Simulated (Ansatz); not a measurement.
# CH₂AlBClF: how energies converge with the basis set

How large a basis does CH₂AlBClF need? Two functionals are run in growing sets.

Computed with Ansatz 0.2.0, Gaussian basis. Level: one geometry, several basis sets.

The runs, in order: PBE0-D4/def2-SVP; ωB97M-V/def2-SVP; PBE0-D4/def2-QZVPP; ωB97M-V/def2-QZVPP; the functionals' def2-TZVPP values are taken from earlier runs.

### 1 The geometry

All runs share one geometry, relaxed beforehand with PBE0-D4 in a triple-zeta def2 set.

7 atoms, charge 0, spin multiplicity 1.

Atoms are counted from 1 here; the program's logs count them from 0.

Bond lengths: F1–C2 1.316 Å, C2–B4 1.351 Å, C2–Al5 1.998 Å, Cl3–Al5 2.091 Å, B4–Al5 2.426 Å, B4–H6 1.173 Å, Al5–H7 1.571 Å. Angles: F1–C2–B4 151.0°, F1–C2–Al5 118.2°, B4–C2–Al5 90.8°, C2–B4–Al5 55.4°, C2–B4–H6 164.4°, Al5–B4–H6 109.0°, C2–Al5–Cl3 111.1°, C2–Al5–B4 33.8°, C2–Al5–H7 127.9°, Cl3–Al5–B4 145.0°, Cl3–Al5–H7 121.0°, B4–Al5–H7 94.1°.

### 2 PBE0-D4 in def2-SVP

in.yaml reads:

```yaml
crystal:
  periodic: [false, false, false]
  atoms:
    - {symbol: F, position_ang: [-1.452141, -1.663185, 0.063506]}
    - {symbol: C, position_ang: [-0.949180, -0.460170, 0.242163]}
    - {symbol: Cl, position_ang: [1.734099, -1.810998, -1.289983]}
    - {symbol: B, position_ang: [-1.054205, 0.809841, 0.689480]}
    - {symbol: Al, position_ang: [0.907501, -0.106975, -0.404882]}
    - {symbol: H, position_ang: [-0.849277, 1.932230, 0.963825]}
    - {symbol: H, position_ang: [1.724504, 1.231157, -0.309810]}
basis:
  gaussian: {orbitals: def2-SVP}
hamiltonian: {xc: pbe0, dispersion: d4}
output: {orbitals: {seedname: orbitals}}
```

Run with:

```console
$ ansatz run in.yaml --threads 2 --pin off --events-out ev --progress --plain --max-ram 4352MiB
```

The runs that follow: ωB97M-V in def2-SVP; PBE0-D4 in def2-QZVPP; ωB97M-V in def2-QZVPP.

Q: Predict the results of all the runs planned. Wanted: PBE0-D4: double and triple zeta above quadruple; ωB97M-V: double and triple zeta above quadruple.

The runs gave:

```
                                       quantity           value
PBE0-D4: double and triple zeta above quadruple  12.72, 0.81 eV
ωB97M-V: double and triple zeta above quadruple  12.76, 0.77 eV
```

In words: PBE0-D4 gains 11.90 eV from double to triple zeta, then 0.81 eV more. These are total energies; as a rule much of such shifts cancels in differences, which this series doesn't test.
